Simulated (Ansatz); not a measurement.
**RbLuSe2: energy and pressure over a range of volumes**

One table from this session's results is given with a row withheld; the runs are named, their logs left out.

Method: DFT PBEsol, scalar-relativistic, in Ansatz 0.2.0.

## The starting structure

The structure is trigonal, space group R-3m (No. 166). Conventional cell: a = 4.129 Å, b = 4.129 Å, c = 23.614 Å, α = 90.00°, β = 90.00°, γ = 120.00°. Around Rb (site symmetry -3m) lie 6 Se at 3.38 Å. Around Lu (site symmetry -3m) lie 6 Se at 2.84 Å. Around Se (site symmetry 3m) lie 3 Lu at 2.84 Å and 3 Rb at 3.38 Å.

Coordinates:

```cif
data_structure
_symmetry_space_group_name_H-M 'R-3m:H'
_symmetry_Int_Tables_number 166
_cell_length_a 4.1294
_cell_length_b 4.1294
_cell_length_c 23.6140
_cell_angle_alpha 90.000
_cell_angle_beta 90.000
_cell_angle_gamma 120.000
_cell_volume 348.72
loop_
_atom_site_label
_atom_site_type_symbol
_atom_site_symmetry_multiplicity
_atom_site_Wyckoff_symbol
_atom_site_fract_x
_atom_site_fract_y
_atom_site_fract_z
_atom_site_occupancy
Rb1 Rb 3 a 0.00000 0.00000 0.00000 1
Lu1 Lu 3 b 0.33333 0.66667 0.16667 1
Se1 Se 6 c 0.00000 0.00000 0.23179 1
```

The file gives the conventional cell by its symmetry; the runs use the cell typed in the input.

Atoms are numbered in the order of the input: Rb1, Lu2, Se3, Se4.

Set-up of the first run:

Input file input.yaml:

```yaml
crystal:
  lattice:
    - [2.0367962313, 1.1759448524, 7.7649476348]
    - [-2.0367962313, 1.1759448524, 7.7649476348]
    - [0.0, -2.3518897048, 7.7649476348]
  atoms:
    - { symbol: Rb, position: [0.0, 0.0, 0.0] }
    - { symbol: Lu, position: [0.5, 0.5, 0.5] }
    - { symbol: Se, position: [0.23179, 0.23179, 0.23179] }
    - { symbol: Se, position: [0.76821, 0.76821, 0.76821] }
kpoints:
  mp_grid: { grid: [7, 7, 7] }
  band_path:
    path:
      - [0.0, 0.0, 0.0]
      - [0.5, 0.5, 0.5]
      - [0.8180434001, 0.1819565999, 0.5]
      - [0.5, -0.1819565999, 0.1819565999]
      - [0.5, 0.0, 0.0]
      - [0.0, 0.0, 0.0]
      - [0.3409783, -0.3409783, 0.0]
      - [0.6590217, 0.0, 0.3409783]
      - [0.5, 0.0, 0.5]
    npoints: 5
scf:
  occupations: { method: fermi_dirac, width: 0.03 }
hamiltonian:
  xc: pbesol
  pseudopotentials: { kind: all_electron, lapw: { basis_error: 0.001 } }
output:
  forces: true
  stress: true
  eigenvalues: true
```

Launch:

```
ansatz run input.yaml --threads 1 --pin off --max-ram 4096MiB --backend cpu --events-out ev --progress --plain --runs-dir out
```

Steps of the session up to this table: Volume × 0.96, LAPW; Volume × 0.96, PAW; Volume × 0.96, crystal datasets; Volume × 0.99, LAPW; Volume × 0.99, PAW; Volume × 0.99, crystal datasets; Volume × 1.02, LAPW; Volume × 1.02, PAW; Volume × 1.02, crystal datasets; Volume × 1.06, LAPW; Volume × 1.06, PAW; Volume × 1.06, crystal datasets.

One table of the session follows, with a row left open; its other results are not shown here.

It belongs to the step «The equation of state». 

```
          method  volume (Å³/atom)  pressure (GPa)  gap on the k mesh (eV)  largest force (eV/Å)
            LAPW            27.897            0.90                    1.77                 0.032
            LAPW            28.769           -0.64                    1.84                 0.118
            LAPW            29.641           -1.95                    1.90                 0.253
            LAPW            30.803           -3.41                    1.98                 0.413
             PAW            27.897            0.89                    1.77                 0.031
             PAW            28.769           -0.65                    1.84                 0.118
             PAW            29.641           -1.96                    1.90                 0.254
             PAW            30.803           -3.41                    1.98                 0.413
crystal datasets            27.897            0.89                    1.77                 0.032
crystal datasets            28.769               ?                       ?                     ?
crystal datasets            29.641           -1.96                    1.90                 0.253
crystal datasets            30.803           -3.41                    1.98                 0.412
```

Estimate the missing values for crystal datasets, 28.769.

**Answer.** pressure (GPa): -0.64; gap on the k mesh (eV): 1.84; largest force (eV/Å): 0.117.

Limits of these values: Shape and positions are held, so a fully relaxed modulus can be lower. Warnings in the runs' records: gradients without spin orbit, crystal datasets made.
